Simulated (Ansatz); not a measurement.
What does this script print? It uses Ansatz 0.2.0 through its Python package.

`opt_ch6nosi.py`:
```python
# -*- coding: utf-8 -*-
import itertools

import ansatz as az
from ase import Atoms
from ase.data import atomic_numbers, covalent_radii
import numpy as np


def main():
    atoms = Atoms(["C", "N", "O", "Si", "H", "H", "H", "H", "H", "H"], positions=[
        (1.302, -0.1535, -0.2509),
        (0.2587, 0.7992, 0.126),
        (0.4271, 1.0921, 1.4383),
        (-1.3543, 0.02, -0.0297),
        (2.298, 0.3255, -0.1392),
        (1.2738, -1.0628, 0.3914),
        (1.1889, -0.4467, -1.3173),
        (-1.4163, -1.1728, 0.829),
        (-2.3985, 0.9702, 0.3816),
        (-1.5796, -0.3713, -1.4293),
    ])
    ch6nosi = az.Crystal.molecule_from_ase(atoms)

    calc = ch6nosi.calculation()
    calc = calc.basis(gaussian="cc-pVDZ").functional("r2SCAN")
    calc = calc.spin("collinear", total=1)
    symbols = [site.symbol for site in ch6nosi.cartesian_sites]
    start = np.array([site.position_ang for site in ch6nosi.cartesian_sites], dtype=float)
    summary = calc.relax(force_tolerance=0.005, max_steps=100).run(threads=1, pin="off").report
    end = np.array(summary["positions_ang"])

    for key in ("converged", "free_energy_ev", "reference_energy_ev", "n_frozen", "n_occupied", "n_virtual"):
        print(f"{key:22s} {summary[key]}")

    radius = [covalent_radii[atomic_numbers[s]] for s in symbols]
    span = lambda where, i, j: np.linalg.norm(where[i] - where[j])
    bonded = [(i, j) for i, j in itertools.combinations(range(len(symbols)), 2) if min(span(start, i, j), span(end, i, j)) < 1.2 * (radius[i] + radius[j])]
    print("pair        before    after (A)")
    for i, j in bonded:
        print(f"{symbols[i]}{i}-{symbols[j]}{j}".ljust(10), f"{span(start, i, j):8.4f} {span(end, i, j):8.4f}")

    charges = summary["charge_distribution"]
    dipole = np.array(charges["dipole_moment_e_ang"]) * 4.803205
    print("dipole (D): {:.3f} {:.3f} {:.3f}, length {:.3f}".format(*dipole, np.linalg.norm(dipole)))
    print("atom  Mulliken   Lowdin")
    for symbol, m, l in zip(symbols, charges["mulliken_charges_e"], charges["lowdin_charges_e"]):
        print(f"{symbol:4s} {m:9.3f} {l:8.3f}")
    with open("ch6nosi_opt.xyz", "w") as handle:
        handle.write(f"{len(symbols)}\nrelaxed CH6NOSi\n")
        handle.writelines(f"{s:2s} {x:11.6f} {y:11.6f} {z:11.6f}\n" for s, (x, y, z) in zip(symbols, end))


if __name__ == "__main__":
    main()
```

Running `python opt_ch6nosi.py` prints:
```text
converged              True
free_energy_ev         -12544.305983966306
reference_energy_ev    -12544.305983966306
n_frozen               0
n_occupied             [21, 20]
n_virtual              [69, 70]
pair        before    after (A)
C0-N1        1.4622   1.4591
C0-H4        1.1108   1.1024
C0-H5        1.1136   1.1024
C0-H6        1.1117   1.0992
N1-O2        1.3551   1.2905
N1-Si3       1.7981   1.7970
Si3-H7       1.4710   1.4927
Si3-H8       1.4705   1.4926
Si3-H9       1.4706   1.4981
dipole (D): 0.095 -0.968 -2.450, length 2.636
atom  Mulliken   Lowdin
C        0.084   -0.029
N       -0.213    0.039
O       -0.277   -0.050
Si       0.408    0.195
H        0.060    0.007
H        0.060    0.007
H        0.041    0.009
H       -0.046   -0.057
H       -0.046   -0.057
H       -0.072   -0.065
```

File `ch6nosi_opt.xyz` afterwards:
```text
10
relaxed CH6NOSi
C     1.443478   -0.120176   -0.302754
N     0.236204    0.182333    0.458846
O     0.391158    0.652145    1.650753
Si   -1.492512    0.001723    0.002650
H     2.046276    0.795825   -0.416280
H     2.042994   -0.869641    0.239664
H     1.172437   -0.510043   -1.294079
H    -2.136736   -0.931622    0.973222
H    -2.137627    1.345620    0.077576
H    -1.565872   -0.546265   -1.389698
```

Caveats:
- Total energies depend on the basis set; only differences at equal settings carry meaning.
- The end point is the stationary point reached from this start; no frequency run checks that it is a minimum, and the basis set is modest.
- The species is open-shell (spin multiplicity 2).
- The Löwdin charges here are taken after orthogonalising the functions within each atom; they differ from plain Löwdin charges, and their signs can be unphysical.
- The whole script took 2.3 min on 1 thread of Intel(R) Xeon(R) Platinum 8259CL CPU @ 2.50GHz (Skylake/Cascade Lake) (shared host), peak memory 0.3 GiB.
